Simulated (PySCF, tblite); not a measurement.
**C5H10N2OSi: geometry, infrared bands and NMR shifts**

Wanted: the infrared bands and NMR shifts of C5H10N2OSi (`CN(C=O)[C@@H]1C=N[SiH2]C1`), by calculation.

Computed with tblite 0.8.0 and PySCF 2.14.0, with density-fitted response routines of our own, on a single molecule in the gas phase. Atoms count from 0, in the outputs and in this text.

## 1. The starting structure

19 atoms, charge 0, multiplicity 1; geometry from: force field or distance geometry start.

Bonds of the start (Å): C0–N1 1.46, N1–C2 1.40, C2–O3 1.22, N1–C4 1.47, C4–C5 1.52, C5–N6 1.29, N6–Si7 1.75, Si7–C8 1.86, C8–C4 1.53, C0–H9 1.09, C0–H10 1.08, C0–H11 1.10, C2–H12 1.09, C4–H13 1.09, C5–H14 1.10, Si7–H15 1.49, Si7–H16 1.48, C8–H17 1.09, C8–H18 1.11.

## 2. Geometry optimisation with GFN2-xTB

What the job is given:

```
{"job": {"kind": "relax", "xc": "GFN2-xTB", "basis": "xTB"}, "charge": 0, "multiplicity": 1}
C      1.527100    -0.599400    -0.865400
N      1.160200     0.110500     0.350600
C      2.121200     0.261500     1.360600
O      1.894600     0.711100     2.470700
C     -0.235100     0.451200     0.660800
C     -0.995400    -0.817200     1.024200
N     -1.954600    -1.281300     0.290500
Si    -2.205600    -0.196200    -1.057400
C     -1.007400     1.106500    -0.487100
H      1.256500     0.015600    -1.726200
H      2.588400    -0.809500    -0.900000
H      0.976000    -1.550200    -0.901800
H      3.119300    -0.040600     1.056800
H     -0.250800     1.111600     1.526400
H     -0.684200    -1.338300     1.945500
H     -3.615100     0.278100    -1.084400
H     -1.739700    -0.857500    -2.298300
H     -0.376300     1.495400    -1.285500
H     -1.589000     1.958000    -0.087400
```

Started as:

```console
> OMP_NUM_THREADS=1 python probes_run.py task.json out
```

This one command runs all jobs of the session in turn.

**Question.** This job is followed by: GFN2-xTB harmonic vibrations, gas phase; GIAO PBE0/pcSseg-1 NMR shielding, non-relativistic, gas phase. What will the session give for the following? strongest single infrared mode (GFN2-xTB); zero-point energy (GFN2-xTB); ¹³C shifts against TMS (PBE0/pcSseg-1); ¹H shifts against TMS (PBE0/pcSseg-1, means over atoms taken as alike); ¹⁵N shifts against NH3 (PBE0/pcSseg-1); ¹⁷O shifts against H2O (PBE0/pcSseg-1); ²⁹Si shifts against TMS (PBE0/pcSseg-1).

The runs gave:

```
                                                              quantity                                               value
                             strongest single infrared mode (GFN2-xTB)                               1754 cm⁻¹, 677 km/mol
                                          zero-point energy (GFN2-xTB)                                       90.5 kcal/mol
                                ¹³C shifts against TMS (PBE0/pcSseg-1)                   191.5, 162.6, 62.5, 31.2, 9.1 ppm
¹H shifts against TMS (PBE0/pcSseg-1, means over atoms taken as alike)  8.48, 8.13, 5.81, 5.35, 5.20, 2.70, 1.39, 0.37 ppm
                                ¹⁵N shifts against NH3 (PBE0/pcSseg-1)                                    401.0, 140.2 ppm
                                ¹⁷O shifts against H2O (PBE0/pcSseg-1)                                           411.6 ppm
                               ²⁹Si shifts against TMS (PBE0/pcSseg-1)                                             1.2 ppm
```

Relaxing lowered the energy by 0.310 eV in 119 steps; the close pair that moved most is N1–C2, from 1.402 to 1.344 Å. All 51 modes are real, so the xTB geometry is a minimum. The strongest single mode, at 1754 cm⁻¹, moves mainly C2 and O3. Unscaled tight-binding wavenumbers are off by several per cent, some by more. Its intensities can rank the bands wrongly. At PBE0/pcSseg-1: The widest tensor belongs to N6: span 775 ppm, with a paramagnetic part of -462 ppm.
